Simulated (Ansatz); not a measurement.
Cu3Rh: band structure with LDA

The system is Cu3Rh.

```
CELL_PARAMETERS angstrom
-1.83739 1.83739 3.60063
1.83739 -1.83739 3.60063
1.83739 1.83739 -3.60063
ATOMIC_POSITIONS crystal
Rh 0.00000 0.00000 0.00000
Cu 0.50000 0.50000 0.00000
Cu 0.25000 0.75000 0.50000
Cu 0.75000 0.25000 0.50000
```

The cell comes from a database or a generator and needn't be the stable form of this composition.

```json
{
  "Program": "Ansatz 0.2.0",
  "Task": "band structure",
  "Functional": "LDA",
  "Potentials or basis": "all-electron LAPW, scalar-relativistic",
  "Cutoff": "276 eV (chosen from the basis error)",
  "Basis error allowed": "0.002 eV/atom",
  "k mesh": "10 × 10 × 10",
  "Occupations": "fermi-dirac, width 0.05 eV",
  "Spin": "no spin polarisation"
}
```

```
Pressure                : -8.8 GPa
Band gap along the path : none (metal or under the smearing width)
```

Stress tensor (GPa, compression positive):
```
-8.66  0.00  0.00
 0.00 -8.66  0.00
 0.00  0.00 -9.15
```

Levels at the corners of the path, in eV from the Fermi level:
| point | band 40 | band 41 | band 42 | band 43 | band 44 | band 45 |
| --- | --- | --- | --- | --- | --- | --- |
| Γ | -0.54 | -0.54 | 0.25 | 2.44 | 7.15 | 7.15 |
| X | -0.47 | -0.40 | -0.35 | -0.07 | -0.03 | 1.89 |
| Y | -0.53 | -0.52 | -0.12 | 0.01 | 0.39 | 1.96 |
| S | -1.16 | -0.51 | -0.17 | 0.29 | 0.44 | 5.51 |
| Γ | -0.54 | -0.54 | 0.25 | 2.44 | 7.15 | 7.15 |
| Z | -0.07 | -0.06 | -0.06 | 0.18 | 2.02 | 2.02 |
| S1 | -1.16 | -0.51 | -0.17 | 0.29 | 0.44 | 5.51 |
| N | -1.26 | -0.74 | -0.30 | 0.16 | 3.14 | 4.84 |

It took 57 s on 2 threads of Arm Neoverse V2 (shared host), peak memory 0.84 GiB.
